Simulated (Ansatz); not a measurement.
# C2H6F2Si2: a ladder of functionals and wavefunction methods

The task here is to estimate one member of a computed series from the others.

Program: Ansatz 0.2.0, Gaussian basis. Level of theory: functionals in def2-TZVPP, the program's frozen cores in correlated methods. These are calculated values, not measurements.

The runs, in order: PBE-D4, r2SCAN-D4, PBE0-D4, B3LYP-D4, ωB97X-V, ωB97M-V, B2PLYP; CCSD(T)/def2-TZVPP; MP2/def2-QZVPP; extrapolation to the limit.

### The relaxed structure

The geometry comes from an earlier relaxation with PBE0-D4 in a triple-zeta def2 set; it is a stationary point, not always the lowest conformer.

12 atoms, charge 0, spin multiplicity 1.

Atoms are counted from 1 here; the program's logs count them from 0.

Bond lengths: F1–Si2 1.601 Å, Si2–C3 1.878 Å, Si2–C6 1.878 Å, Si2–H7 1.483 Å, C3–Si4 1.879 Å, C3–H8 1.096 Å, C3–H9 1.089 Å, Si4–F5 1.602 Å, Si4–C6 1.879 Å, Si4–H10 1.483 Å, C6–H11 1.096 Å, C6–H12 1.089 Å. Angles: F1–Si2–C3 114.3°, F1–Si2–C6 114.3°, F1–Si2–H7 107.5°, C3–Si2–C6 91.7°, C3–Si2–H7 114.3°, C6–Si2–H7 114.3°, Si2–C3–Si4 86.7°, Si2–C3–H8 111.0°, Si2–C3–H9 119.3°, Si4–C3–H8 110.4°, Si4–C3–H9 119.3°, H8–C3–H9 108.6°, C3–Si4–F5 111.3°, C3–Si4–C6 91.7°, C3–Si4–H10 117.5°, F5–Si4–C6 111.3°, F5–Si4–H10 107.1°, C6–Si4–H10 117.5° and more.

Coordinates:

```mol
C2H6F2Si2
  3D, bonds by distance, orders not assigned

 12 12  0  0  0  0  0  0  0  0999 V2000
   -2.0500   -0.5882    1.5464 F   0  0
   -1.0699    0.2997    0.6443 Si  0  0
    0.7419    0.1807    1.1226 C   0  0
    1.0929   -0.1087   -0.7002 Si  0  0
    1.6078    1.2309   -1.4123 F   0  0
   -0.7259   -0.4142   -1.0579 C   0  0
   -1.6071    1.6816    0.6289 H   0  0
    0.9375   -0.7311    1.6979 H   0  0
    1.2151    1.0204    1.6296 H   0  0
    2.0509   -1.1854   -1.0512 H   0  0
   -0.9341   -1.4897   -1.0824 H   0  0
   -1.1822    0.0487   -1.9317 H   0  0
  1  2  8  0
  2  3  8  0
  3  4  8  0
  4  5  8  0
  4  6  8  0
  2  7  8  0
  3  8  8  0
  3  9  8  0
  4 10  8  0
  6 11  8  0
  6 12  8  0
  2  6  8  0
M  END
```

Set-up of the first run:

in.yaml

```yaml
crystal:
  periodic: [false, false, false]
  atoms:
    - {symbol: F, position_ang: [-2.049983, -0.588225, 1.546374]}
    - {symbol: Si, position_ang: [-1.069915, 0.299722, 0.644333]}
    - {symbol: C, position_ang: [0.741913, 0.180730, 1.122563]}
    - {symbol: Si, position_ang: [1.092917, -0.108735, -0.700159]}
    - {symbol: F, position_ang: [1.607794, 1.230946, -1.412293]}
    - {symbol: C, position_ang: [-0.725881, -0.414230, -1.057869]}
    - {symbol: H, position_ang: [-1.607099, 1.681633, 0.628888]}
    - {symbol: H, position_ang: [0.937496, -0.731092, 1.697898]}
    - {symbol: H, position_ang: [1.215095, 1.020422, 1.629568]}
    - {symbol: H, position_ang: [2.050867, -1.185386, -1.051246]}
    - {symbol: H, position_ang: [-0.934091, -1.489745, -1.082386]}
    - {symbol: H, position_ang: [-1.182213, 0.048660, -1.931670]}
basis:
  gaussian: {orbitals: def2-TZVPP}
hamiltonian: {xc: pbe, dispersion: d4}
output: {forces: true, orbitals: {seedname: orbitals}}
```

On the command line:

```bash
> ansatz run in.yaml --threads 2 --pin off --events-out ev --progress --plain --max-ram 22528MiB --backend cuda --devices 0, --max-vram 18GiB
```

Steps of the session up to this table: PBE-D4 (GGA); r2SCAN-D4 (meta-GGA); PBE0-D4 (hybrid); B3LYP-D4 (hybrid); ωB97X-V (range-separated); ωB97M-V (range-separated); B2PLYP (double hybrid); CCSD(T) in def2-TZVPP; MP2 in def2-QZVPP.

One table of the session follows, with a row left open; its other results are not shown here.

```
            method  atomisation energy (kcal/mol)
            PBE-D4                         1141.0
         r2SCAN-D4                         1133.8
           PBE0-D4                         1127.0
          B3LYP-D4                         1123.4
           ωB97X-V                              ?
           ωB97M-V                         1133.7
            B2PLYP                         1115.7
     HF/def2-TZVPP                          853.2
    MP2/def2-TZVPP                         1125.7
   CCSD/def2-TZVPP                         1087.1
CCSD(T)/def2-TZVPP                         1101.9
           MP2/CBS                         1156.3
       CCSD(T)/CBS                         1132.5
```

Q: Estimate the row for ωB97X-V from the others.

As computed: atomisation energy (kcal/mol): 1135.1. In the column «atomisation energy (kcal/mol)» it lies between r2SCAN-D4 (1133.8) and PBE-D4 (1141.0).

Among the levels timed on like hardware and quicker than the yardstick, those that no quicker one beats, quickest first: PBE-D4 (3 s, +8.6 kcal/mol); PBE0-D4 (3.1 s, -5.5 kcal/mol); r2SCAN-D4 (3.2 s, +1.3 kcal/mol); ωB97M-V (5.5 s, +1.2 kcal/mol). Runs this short are mostly start-up, so their order is noise.

B2PLYP carry no dispersion term (for B3LYP, D4 adds 11.3 kcal/mol).
